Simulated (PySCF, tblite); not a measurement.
**C4H9O4S2−: geometry, infrared bands and NMR shifts**

Aim: predict the infrared bands and NMR shifts of C4H9O4S2− (`C[C-](S(C)(=O)=O)S(C)(=O)=O`).

The runs use tblite 0.8.0 and PySCF 2.14.0, with density-fitted response routines of our own; the level of theory stands in each step. All values are computed, except where a source is named. Atoms count from 0, in the outputs and in this text.

## 1. The molecule as given

19 atoms, charge -1, multiplicity 1; geometry from: force field or distance geometry start.

Bonds of the start (Å): C0–C1 1.48, C1–S2 1.70, S2–C3 1.77, S2–O4 1.45, S2–O5 1.46, C1–S6 1.72, S6–C7 1.78, S6–O8 1.46, S6–O9 1.46, C0–H10 1.09, C0–H11 1.08, C0–H12 1.10, C3–H13 1.09, C3–H14 1.10, C3–H15 1.08, C7–H16 1.09, C7–H17 1.08, C7–H18 1.09.

## 2. Geometry optimisation with GFN2-xTB

Job settings and geometry (Å):

```
{"job": {"kind": "relax", "xc": "GFN2-xTB", "basis": "xTB"}, "charge": -1, "multiplicity": 1}
C      0.128200    -0.617800    -1.962300
C      0.066000    -0.127100    -0.565300
S     -1.087200     1.021000    -0.076400
C     -2.384500     0.055000     0.644300
O     -0.540000     1.875700     0.958200
O     -1.666100     1.636400    -1.271500
S      1.130100    -0.829300     0.590900
C      2.226900     0.488800     1.070100
O      1.955600    -1.824300    -0.081100
O      0.358600    -1.230200     1.763600
H      0.094700    -1.710600    -1.998800
H      1.035200    -0.274400    -2.443900
H     -0.730200    -0.263200    -2.550300
H     -3.216100     0.712100     0.877000
H     -2.031400    -0.400300     1.577900
H     -2.708100    -0.712100    -0.049000
H      3.038400     0.050000     1.649200
H      1.695300     1.202900     1.687200
H      2.624500     0.956700     0.173000
```

Command:

```bash
$ OMP_NUM_THREADS=1 python probes_run.py task.json out
```

This one command runs all jobs of the session in turn.

**Question.** This job is followed by: GFN2-xTB harmonic vibrations, gas phase; GIAO PBE0/pcSseg-1 NMR shielding, non-relativistic, gas phase. What will the session give for the following? strongest single infrared mode (GFN2-xTB); zero-point energy (GFN2-xTB); ¹³C shifts against TMS (PBE0/pcSseg-1, means over atoms taken as alike); ¹H shifts against TMS (PBE0/pcSseg-1, means over atoms taken as alike); ³³S shifts against CS2 (PBE0/pcSseg-1, means over atoms taken as alike); ¹⁷O shifts against H2O (PBE0/pcSseg-1, means over atoms taken as alike).

The runs gave:

```
                                                               quantity                  value
                              strongest single infrared mode (GFN2-xTB)  1170 cm⁻¹, 601 km/mol
                                           zero-point energy (GFN2-xTB)          83.7 kcal/mol
¹³C shifts against TMS (PBE0/pcSseg-1, means over atoms taken as alike)   80.2, 47.2, 13.7 ppm
 ¹H shifts against TMS (PBE0/pcSseg-1, means over atoms taken as alike)         2.88, 1.77 ppm
³³S shifts against CS2 (PBE0/pcSseg-1, means over atoms taken as alike)                331 ppm
¹⁷O shifts against H2O (PBE0/pcSseg-1, means over atoms taken as alike)              209.1 ppm
```

What this shows: Over 105 steps the energy fell by 0.584 eV; of the close pairs, S2–C3 changed most, 1.771 to 1.849 Å. No mode is imaginary among the 51: a minimum at this level. The strongest single mode, at 1170 cm⁻¹, has its largest shares on S2, O4 and O5 (the list is cut at 3 atoms). Unscaled tight-binding wavenumbers are off by several per cent, some by more. Its intensities can rank the bands wrongly. At PBE0/pcSseg-1: Shielding is most anisotropic at S2, S6 (span 199 ppm, paramagnetic term -880 ppm).
